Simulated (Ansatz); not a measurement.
# C₄H₆Si: one species, many methods

One table from this session's results is given with a row withheld; the runs are named, their logs left out.

Program: Ansatz 0.2.0, Gaussian basis. Level of theory: functionals in def2-TZVPP, the program's frozen cores in correlated methods. These are calculated values, not measurements.

The runs, in order: LDA (SPW92), PBE-D4, revPBE-D4, BLYP-D4, r2SCAN-D4, B97M-V, PBE0-D4, B3LYP-D4, r2SCANh-D4, r2SCAN0-D4, HSE06-D4, BHLYP-D4, CAM-B3LYP-D4, LC-ωPBE, ωB97X-V, ωB97M-V, B2PLYP, PBE-QIDH; CCSD(T)/def2-SVP; CCSD(T)/def2-TZVPP; MP2/def2-QZVPP; extrapolation to the limit; RPA on PBE.

### The relaxed structure

An earlier PBE0-D4 in a triple-zeta def2 set relaxation fixed the geometry.

11 atoms, charge 0, spin multiplicity 1.

Atoms are counted from 1 here; the program's logs count them from 0.

Bond lengths: C1–C2 1.342 Å, C1–C5 1.477 Å, C1–H6 1.087 Å, C2–Si3 1.863 Å, C2–H7 1.082 Å, Si3–C4 1.863 Å, Si3–H8 1.489 Å, Si3–H9 1.489 Å, C4–C5 1.342 Å, C4–H10 1.082 Å, C5–H11 1.087 Å. Angles: C2–C1–C5 117.1°, C2–C1–H6 123.5°, C5–C1–H6 119.5°, C1–C2–Si3 106.5°, C1–C2–H7 122.5°, Si3–C2–H7 131.0°, C2–Si3–C4 92.8°, C2–Si3–H8 113.9°, C2–Si3–H9 113.9°, C4–Si3–H8 113.9°, C4–Si3–H9 113.9°, H8–Si3–H9 108.2°, Si3–C4–C5 106.5°, Si3–C4–H10 131.0°, C5–C4–H10 122.5°, C1–C5–C4 117.1°, C1–C5–H11 119.5°, C4–C5–H11 123.5°.

Set-up of the first run:

The input, in.yaml:

```yaml
crystal:
  periodic: [false, false, false]
  atoms:
    - {symbol: C, position_ang: [-1.139180, 0.658424, -0.195778]}
    - {symbol: C, position_ang: [-0.828894, 0.230918, 1.037782]}
    - {symbol: Si, position_ang: [0.815359, -0.633766, 0.901448]}
    - {symbol: C, position_ang: [0.934531, -0.314177, -0.929807]}
    - {symbol: C, position_ang: [-0.173821, 0.360031, -1.272897]}
    - {symbol: H, position_ang: [-2.050560, 1.202856, -0.430422]}
    - {symbol: H, position_ang: [-1.472293, 0.401493, 1.890877]}
    - {symbol: H, position_ang: [0.767546, -2.078037, 1.258731]}
    - {symbol: H, position_ang: [1.899595, 0.005761, 1.695986]}
    - {symbol: H, position_ang: [1.699337, -0.578952, -1.647995]}
    - {symbol: H, position_ang: [-0.386318, 0.688449, -2.287324]}
basis:
  gaussian: {orbitals: def2-TZVPP}
hamiltonian: {xc: lda}
output: {orbitals: {seedname: orbitals}}
```

On the command line:

```console
> ansatz run in.yaml --threads 4 --pin off --events-out ev --progress --plain --max-ram 10444MiB
```

Steps of the session up to this table: LDA; PBE-D4 (GGA); revPBE-D4 (GGA); BLYP-D4 (GGA); r2SCAN-D4 (meta-GGA); B97M-V (meta-GGA); B3LYP-D4 (hybrid); r2SCANh-D4 (hybrid); r2SCAN0-D4 (hybrid); HSE06-D4 (hybrid); BHLYP-D4 (hybrid); CAM-B3LYP-D4 (range-separated); LC-ωPBE (range-separated); ωB97X-V (range-separated); ωB97M-V (range-separated); B2PLYP (double hybrid); PBE-QIDH (double hybrid).

One of the session's tables, all rows but one given; the rest of the session is left out.

It belongs to the step «Orbital energies across the functionals». 

| functional | HOMO (eV) | LUMO (eV) | gap (eV) |
| --- | --- | --- | --- |
| LDA (SPW92) | -6.05 | -2.68 | 3.37 |
| PBE-D4 | -5.86 | -2.48 | 3.38 |
| revPBE-D4 | -5.79 | -2.40 | 3.39 |
| BLYP-D4 | -5.66 | -2.31 | 3.35 |
| r2SCAN-D4 | -6.01 | -2.36 | 3.65 |
| B97M-V | -6.01 | -2.33 | 3.68 |
| PBE0-D4 | -6.85 | -1.56 | 5.29 |
| B3LYP-D4 | -6.62 | -1.74 | 4.88 |
| r2SCANh-D4 | ? | ? | ? |
| r2SCAN0-D4 | -6.96 | -1.51 | 5.45 |
| HSE06-D4 | -6.45 | -1.94 | 4.51 |
| BHLYP-D4 | -7.64 | -0.49 | 7.16 |
| CAM-B3LYP-D4 | -8.09 | -0.41 | 7.68 |
| LC-ωPBE | -9.48 | 0.67 | 10.14 |
| ωB97X-V | -9.08 | 0.62 | 9.70 |
| ωB97M-V | -9.01 | 0.52 | 9.53 |

**Question.** Estimate the row for r2SCANh-D4.

Worked estimate for «HOMO (eV)». Against the share of exact exchange, r2SCAN-D4 (0, -6.01), r2SCAN0-D4 (0.25, -6.96) give a slope of -3.80 per unit share; at 0.1 the line stands at -6.39.

**Answer.** HOMO (eV): -6.39; LUMO (eV): -2.02; gap (eV): 4.37. In «HOMO (eV)» the line misses by 0.00.
